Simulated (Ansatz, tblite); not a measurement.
**The cluster Tl4Cl3+: rung by rung**

Aim: run the singlet of the cluster Tl4Cl3+ at one geometry on many levels, and compare frontier levels, spin and run time.

Computed with Ansatz 0.2.0, Gaussian basis. Level: as each input shows.

Plan: GFN1-xTB, GFN2-xTB, PBE-D4/def2-TZVP, r2SCAN-D4/def2-TZVP, B3LYP-D4/def2-TZVP, B2PLYP/def2-TZVP, BHLYP-D4/def2-TZVP, PBE-D4/def2-SVP, PBE0-D4/def2-SVP, CCSD(T)/def2-SVP, MP2/def2-TZVP.

4 further runs of the same task are left out: 4 set aside as unsound or not needed.

## Step 1: The geometry

The geometry is that of the singlet, from an earlier relaxation (PBE-D4/def2-SVP). At that level it is the lowest of the isomers that a small search found.

7 atoms, charge 1, spin multiplicity 1.

Bond lengths: Tl2–Cl6 2.894 Å, Tl2–Cl7 2.893 Å, Tl3–Cl5 2.893 Å, Tl3–Cl6 2.893 Å, Tl4–Cl5 2.894 Å, Tl4–Cl7 2.893 Å. Angles: Cl6–Tl2–Cl7 84.2°, Cl5–Tl3–Cl6 84.2°, Cl5–Tl4–Cl7 84.2°, Tl3–Cl5–Tl4 124.9°, Tl2–Cl6–Tl3 124.8°, Tl2–Cl7–Tl4 124.3°.

Geometry (Å):

```xyz
7
Cl3Tl4
Tl   -1.33828   -1.18391   -1.36721
Tl   -0.12460    2.96140   -0.90568
Tl    2.86504   -1.15881   -0.28765
Tl   -1.08142   -0.33876    2.88562
Cl    0.40879   -1.96342    1.01121
Cl    1.13227    0.53768   -1.86465
Cl   -1.86179    1.14581    0.52834
```

Tl takes a core potential in the def2 sets. No spin-orbit coupling is included. The ion is computed in the gas phase, without counter-ions or solvent.

PBE0-D4/def2-TZVP was run before; its log isn't repeated, and its numbers join the tables.

## Step 2: GFN1-xTB

Tight binding, by tblite at 300 K electronic temperature and without a spin-polarisation term:

```python
tblite.interface.Calculator('GFN1-xTB', numbers, positions, charge=1, uhf=0).singlepoint()
```

Energy -478.7776 eV, HOMO -13.88 eV, LUMO -8.05 eV; 0.012 s.

## Step 3: GFN2-xTB

Tight binding, by tblite at 300 K electronic temperature and without a spin-polarisation term:

```python
tblite.interface.Calculator('GFN2-xTB', numbers, positions, charge=1, uhf=0).singlepoint()
```

Energy -546.9321 eV, HOMO -13.41 eV, LUMO -5.44 eV; 0.014 s.

## Step 4: PBE-D4/def2-TZVP

start.molden holds the orbitals of an earlier run on this state, given as this run's starting guess.

in.yaml reads:

```yaml
crystal:
  periodic: [false, false, false]
  atoms:
    - {symbol: Tl, position_ang: [-1.338282, -1.183908, -1.367213]}
    - {symbol: Tl, position_ang: [-0.124601, 2.961399, -0.905677]}
    - {symbol: Tl, position_ang: [2.865038, -1.158807, -0.287650]}
    - {symbol: Tl, position_ang: [-1.081418, -0.338758, 2.885623]}
    - {symbol: Cl, position_ang: [0.408790, -1.963425, 1.011211]}
    - {symbol: Cl, position_ang: [1.132266, 0.537685, -1.864649]}
    - {symbol: Cl, position_ang: [-1.861792, 1.145814, 0.528344]}
basis:
  gaussian: {orbitals: def2-TZVP, initial_orbitals: start.molden}
total_charge: 1
hamiltonian: {xc: pbe, dispersion: d4}
scf: {omitted_lower_state_checks: [starts]}
output: {forces: true, orbitals: {seedname: orbitals}}
```

Command:

```sh
$ ansatz run in.yaml --threads 4 --pin off --events-out ev --progress --plain --max-ram 4787MiB
```

The runs that follow: r2SCAN-D4/def2-TZVP; B3LYP-D4/def2-TZVP; B2PLYP/def2-TZVP; BHLYP-D4/def2-TZVP; PBE-D4/def2-SVP; PBE0-D4/def2-SVP; CCSD(T)/def2-SVP; MP2/def2-TZVP.

Q: Predict the results of all the runs planned. Wanted: gap in def2-TZVP, named functionals, smallest and largest; correlation energy, CCSD(T)/def2-SVP; correlation energy, MP2/def2-TZVP; PBE0 total energy, smallest basis above largest.

**Answer**, as computed:

```
                                                 quantity                                 value
gap in def2-TZVP, named functionals, smallest and largest  4.21 eV (PBE-D4), 7.44 eV (BHLYP-D4)
                     correlation energy, CCSD(T)/def2-SVP                             -20.42 eV
                        correlation energy, MP2/def2-TZVP                             -55.28 eV
          PBE0 total energy, smallest basis above largest        12.83 eV (def2-SVP, def2-TZVP)
```

In words: Over the named functionals in def2-TZVP the gap runs from 4.21 eV (PBE-D4) to 7.44 eV (BHLYP-D4); exact exchange widens it.
